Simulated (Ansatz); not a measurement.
**CH3F2Sb (SMILES [CH3][Sb]([F])[F]) at 6 levels**

Aim: a comparison of 6 runs (HF/STO-3G, HF/3-21G, HF/def2-SVP, PBE0/def2-SVP, PBE/def2-TZVP, MP2/def2-SVP) of CH3F2Sb. 

Program for the calculation: Ansatz 0.2.0.

5 further runs of the same task are left out: 1 for a known fault of the program, 1 that didn't finish, 3 set aside as unsound or not needed.

## (1) The structure to begin with

CH3F2Sb: 7 atoms, total charge 0, spin state singlet. As SMILES, `[CH3][Sb]([F])[F]`. Geometry: relaxed at PBE0-D4/def2-TZVP.

Bond lengths: C1–Sb2 2.127 Å, Sb2–F3 1.909 Å, Sb2–F4 1.908 Å, C1–H5 1.091 Å, C1–H6 1.091 Å, C1–H7 1.091 Å. Angles: C1–Sb2–F3 93.2°, C1–Sb2–F4 93.2°, F3–Sb2–F4 95.3°, Sb2–C1–H5 110.1°, Sb2–C1–H6 110.2°, Sb2–C1–H7 107.4°, H5–C1–H6 109.4°, H5–C1–H7 109.8°, H6–C1–H7 109.8°.

## (2) Energy and gradient at HF/STO-3G (run 1)

in.yaml

```yaml
crystal:
  periodic: [false, false, false]
  atoms:
    - symbol: C
      position_ang: [-0.273000, 0.787000, -0.216900]
    - symbol: Sb
      position_ang: [-0.347100, -1.070500, 0.816200]
    - symbol: F
      position_ang: [1.493500, -0.990100, 1.314500]
    - symbol: F
      position_ang: [-0.054700, -2.088200, -0.771600]
    - symbol: H
      position_ang: [-1.171000, 0.915500, -0.823700]
    - symbol: H
      position_ang: [-0.194700, 1.610400, 0.495000]
    - symbol: H
      position_ang: [0.608200, 0.767900, -0.859300]
basis:
  gaussian:
    orbitals: STO-3G
accuracy: high
output: {forces: true, orbitals: {seedname: orbitals}}
hamiltonian:
  xc: hf
```

Command:

```bash
$ ansatz run in.yaml --threads 1 --pin off --max-ram 2610MiB --events-out events.jsonl --progress --plain --runs-dir runs
```

What it wrote:

```text
Warning: RAYON_NUM_THREADS=1 ignored (pool sized by the plan → 1); use --threads N
Functional definition: HF
  name "HF"
  exchange = exact_x
  correlation = 0
728 factors; integrals over basis functions are off by at most 5.0e-9 eV
mean field evaluation 1: about -176505.9468 eV, gradient 2.0e1 eV
mean field evaluation 2: about -176506.1338 eV, gradient 2.0e1 eV
mean field evaluation 4: about -176508.7449 eV, gradient 1.8e0 eV
mean field evaluation 8: about -176508.7666 eV, gradient 8.9e-5 eV
mean field -176508.76655159 eV, -6486.5775288319 hartree, gradient 4.4e-8 eV, S^2 0.000000; 0 other end points of the search recorded, 0 dependent functions left out
the calculation of the forces begins
reference -176508.76655159 eV, -6486.5775288319 hartree; 39, 39 occupied and 6, 6 virtual orbitals, 728 factors
Total energy: -176508.76655159 eV, -6486.5775288319 hartree
Atom 0 at    -0.273000     0.787000    -0.216900 Å, force     0.041256    -0.450786     0.201540 eV/Å
Atom 1 at    -0.347100    -1.070500     0.816200 Å, force    -0.415114     0.183452     0.213547 eV/Å
Atom 2 at     1.493500    -0.990100     1.314500 Å, force     0.016193    -0.150035    -0.279327 eV/Å
Atom 3 at    -0.054700    -2.088200    -0.771600 Å, force     0.297684     0.047962     0.098079 eV/Å
Atom 4 at    -1.171000     0.915500    -0.823700 Å, force     0.504885     0.159139     0.188655 eV/Å
Atom 5 at    -0.194700     1.610400     0.495000 Å, force    -0.018661    -0.211520    -0.516309 eV/Å
Atom 6 at     0.608200     0.767900    -0.859300 Å, force    -0.426243     0.421788     0.093816 eV/Å
Dipole moment:    -0.218424     0.158936     0.078421 e Å
```

Run time: 3 s. Hardware: 1 thread of Arm Neoverse N1, shared host; peak memory 0.12 GiB.

## (3) Energy and forces at HF/3-21G (run 2)

in.yaml

```yaml
crystal:
  periodic: [false, false, false]
  atoms:
    - {symbol: C, position_ang: [-0.273000, 0.787000, -0.216900]}
    - {symbol: Sb, position_ang: [-0.347100, -1.070500, 0.816200]}
    - {symbol: F, position_ang: [1.493500, -0.990100, 1.314500]}
    - {symbol: F, position_ang: [-0.054700, -2.088200, -0.771600]}
    - {symbol: H, position_ang: [-1.171000, 0.915500, -0.823700]}
    - {symbol: H, position_ang: [-0.194700, 1.610400, 0.495000]}
    - {symbol: H, position_ang: [0.608200, 0.767900, -0.859300]}
basis:
  gaussian: {orbitals: 3-21G-spherical.json}
hamiltonian: {xc: hf}
accuracy: high
output: {forces: true, orbitals: {seedname: orbitals}}
```

The basis set 3-21G is read from a file made from the Basis Set Exchange's data (not shown).

Command:

```bash
$ ansatz run in.yaml --threads 1 --pin off --max-ram 2610MiB --events-out events.jsonl --progress --plain --runs-dir runs
```

What it wrote (excerpt; [...] marks lines left out):

```text
Warning: RAYON_NUM_THREADS=1 ignored (pool sized by the plan → 1); use --threads N
Functional definition: HF
  name "HF"
[...]
1337 factors; integrals over basis functions are off by at most 2.0e-8 eV
[...]
mean field -177497.94785737 eV, -6522.9292713280 hartree, gradient 1.0e-8 eV, S^2 0.000000; 0 other end points of the search recorded, 0 dependent functions left out
[...]
reference -177497.94785737 eV, -6522.9292713280 hartree; 39, 39 occupied and 25, 25 virtual orbitals, 1337 factors
Total energy: -177497.94785737 eV, -6522.9292713280 hartree
Atom 0 at    -0.273000     0.787000    -0.216900 Å, force    -0.029148     0.114797    -0.042604 eV/Å
Atom 1 at    -0.347100    -1.070500     0.816200 Å, force     0.636192    -0.539207    -0.186156 eV/Å
Atom 2 at     1.493500    -0.990100     1.314500 Å, force    -0.669793    -0.149398    -0.287567 eV/Å
Atom 3 at    -0.054700    -2.088200    -0.771600 Å, force     0.031558     0.346703     0.655499 eV/Å
Atom 4 at    -1.171000     0.915500    -0.823700 Å, force     0.290981     0.099328     0.091214 eV/Å
Atom 5 at    -0.194700     1.610400     0.495000 Å, force     0.000280    -0.106222    -0.299852 eV/Å
Atom 6 at     0.608200     0.767900    -0.859300 Å, force    -0.260071     0.234001     0.069466 eV/Å
Dipole moment:    -0.623019     0.373991     0.265421 e Å
```

Wall time 5.4 s (1 thread of Arm Neoverse N1, shared host); peak memory 0.18 GiB.

## (4) Energy and forces at HF/def2-SVP (core potential) (run 3)

Edit in.yaml of step 3 so:

```diff
@@ -11,5 +11,10 @@
 basis:
-  gaussian: {orbitals: 3-21G-spherical.json}
-hamiltonian: {xc: hf}
+  gaussian:
+    orbitals: def2-SVP
+magnetization:
+  spin_polarized: false
+  initial_magnetization: 0
+output: {forces: true, orbitals: {seedname: orbitals}}
+hamiltonian:
+  xc: hf
 accuracy: high
-output: {forces: true, orbitals: {seedname: orbitals}}
```

Command:

```bash
$ ansatz run in.yaml --threads 1 --pin off --max-ram 2610MiB --events-out events.jsonl --progress --plain --runs-dir runs
```

What it wrote (excerpt; [...] marks lines left out):

```text
Warning: RAYON_NUM_THREADS=1 ignored (pool sized by the plan → 1); use --threads N
Functional definition: HF
  name "HF"
[...]
1947 factors; integrals over basis functions are off by at most 3.2e-9 eV
[...]
mean field -12995.94200370 eV, -477.5920596702 hartree, gradient 3.1e-8 eV, S^2 0.000000; 0 other end points of the search recorded, 0 dependent functions left out
[...]
reference -12995.94200370 eV, -477.5920596702 hartree; 25, 25 occupied and 58, 58 virtual orbitals, 1947 factors
Total energy: -12995.94200370 eV, -477.5920596702 hartree
Atom 0 at    -0.273000     0.787000    -0.216900 Å, force     0.013278     0.109135    -0.071313 eV/Å
Atom 1 at    -0.347100    -1.070500     0.816200 Å, force    -0.210148    -0.072198     0.195906 eV/Å
Atom 2 at     1.493500    -0.990100     1.314500 Å, force     0.134858    -0.017599    -0.002011 eV/Å
Atom 3 at    -0.054700    -2.088200    -0.771600 Å, force     0.063054    -0.069868    -0.100637 eV/Å
Atom 4 at    -1.171000     0.915500    -0.823700 Å, force     0.036611     0.016990     0.005861 eV/Å
Atom 5 at    -0.194700     1.610400     0.495000 Å, force     0.003058    -0.005097    -0.037811 eV/Å
Atom 6 at     0.608200     0.767900    -0.859300 Å, force    -0.040711     0.038638     0.010005 eV/Å
Dipole moment:    -0.649777     0.446105     0.247293 e Å
```

Wall time 8.7 s (1 thread of Arm Neoverse N1, shared host); peak memory 0.25 GiB.

Runs 4 to 5 aren't shown in full; the table further down has their settings and results.

## (5) Energy and gradient at MP2/def2-SVP (core potential) (run 6)

Edit in.yaml of step 4 so:

```diff
@@ -13,8 +13,6 @@
     orbitals: def2-SVP
-magnetization:
-  spin_polarized: false
-  initial_magnetization: 0
+correlation:
+  method: mp2
+  frozen_orbitals: {C: 1, F: 1, H: 0, Sb: 4}
+accuracy: high
 output: {forces: true, orbitals: {seedname: orbitals}}
-hamiltonian:
-  xc: hf
-accuracy: high
```

Command:

```bash
$ ansatz run in.yaml --threads 1 --pin off --max-ram 2610MiB --events-out events.jsonl --progress --plain --runs-dir runs
```

What it wrote (excerpt; [...] marks lines left out):

```text
Warning: RAYON_NUM_THREADS=1 ignored (pool sized by the plan → 1); use --threads N
Functional definition: HF
  name "HF"
[...]
1947 factors; integrals over basis functions are off by at most 3.2e-9 eV
[...]
mean field -12995.94200370 eV, -477.5920596702 hartree, gradient 3.1e-8 eV, S^2 0.000000; 0 other end points of the search recorded, 0 dependent functions left out
7 core orbitals not correlated: weight in the atoms' cores, before any rotation towards them, 1.000 or more for the frozen orbitals, at most 0.000 for the correlated occupied ones
reference -12995.94200370 eV, -477.5920596702 hartree; 18, 18 occupied and 58, 58 virtual orbitals, 1947 factors
second order -17.24465039 eV of doubles, -0.00000000 eV of singles
[...]
Total energy: -13013.18665409 eV, -478.2257888832 hartree
Atom 0 at    -0.273000     0.787000    -0.216900 Å, force    -0.030653    -0.090901     0.066743 eV/Å
Atom 1 at    -0.347100    -1.070500     0.816200 Å, force    -0.783948     0.150609     0.504492 eV/Å
Atom 2 at     1.493500    -0.990100     1.314500 Å, force     0.678367     0.029752     0.187684 eV/Å
Atom 3 at    -0.054700    -2.088200    -0.771600 Å, force     0.104756    -0.378446    -0.587167 eV/Å
Atom 4 at    -1.171000     0.915500    -0.823700 Å, force    -0.207871     0.054540    -0.160398 eV/Å
Atom 5 at    -0.194700     1.610400     0.495000 Å, force     0.024111     0.221576     0.154609 eV/Å
Atom 6 at     0.608200     0.767900    -0.859300 Å, force     0.215238     0.012869    -0.165963 eV/Å
Dipole moment:    -0.555068     0.370386     0.216879 e Å
```

It took 17 s on 1 thread of Arm Neoverse N1, shared host; peak memory 0.31 GiB.

## (6) Overview of the runs

| run | level | core potential | frozen core orbitals | energy (Eh) | dipole moment (D) | HOMO energy (eV) | LUMO energy (eV) | wall time |
| --- | --- | --- | --- | --- | --- | --- | --- | --- |
| 1 | HF/STO-3G | none | – | -6486.577529 | 1.35 | -6.87 | 8.23 | 3 s |
| 2 | HF/3-21G | none | – | -6522.929271 | 3.72 | -10.15 | 2.72 | 5.4 s |
| 3 | HF/def2-SVP (core potential) | def2-SVP | – | -477.592060 | 3.97 | -10.46 | 2.14 | 8.7 s |
| 4 | PBE0/def2-SVP (core potential) | def2-SVP | – | -479.465603 | 3.39 | -7.71 | -0.98 | 18 s |
| 5 | PBE/def2-TZVP (core potential) | def2-TZVP | – | -479.778986 | 3.25 | -6.64 | -2.05 | 38 s |
| 6 | MP2/def2-SVP (core potential) | def2-SVP | 7 | -478.225789 | 3.37 | -10.46 | 2.14 | 17 s |

## (7) Summary of results

| quantity | value |
| --- | --- |
| run 6: total energy | -478.22579 Eh |
| run 6: dipole moment (correlated density) | 3.37 D |
| run 6: HOMO energy (Hartree–Fock orbitals) | -10.46 eV |
| run 6: LUMO energy (Hartree–Fock orbitals) | 2.14 eV |
| run 6: HOMO–LUMO gap (Hartree–Fock orbitals) | 12.60 eV |
| run 6: correlation energy (7 core orbitals frozen) | -633.7 mEh |
| run 6: largest force on an atom | 0.944 eV/Å |

**Reading.** The dipole moment (its size) runs from 1.35 D (HF/STO-3G) to 3.97 D (HF/def2-SVP). The two ends differ in basis and core potential. Over runs 1, 2, 3, 4, 5 the HOMO–LUMO gap runs from 4.60 eV (PBE/def2-TZVP) to 15.10 eV (HF/STO-3G). The two ends differ in method and basis and core potential. Totals of different functionals can't be ranked against each other. Some runs of one species differ in core potentials or relativity; totals across that change don't compare. In run 1 the basis is minimal, so the values are rough. In runs 1, 2 relativity is left out where basis or elements ask for it. All runs together took 90 s, the longest 38 s.
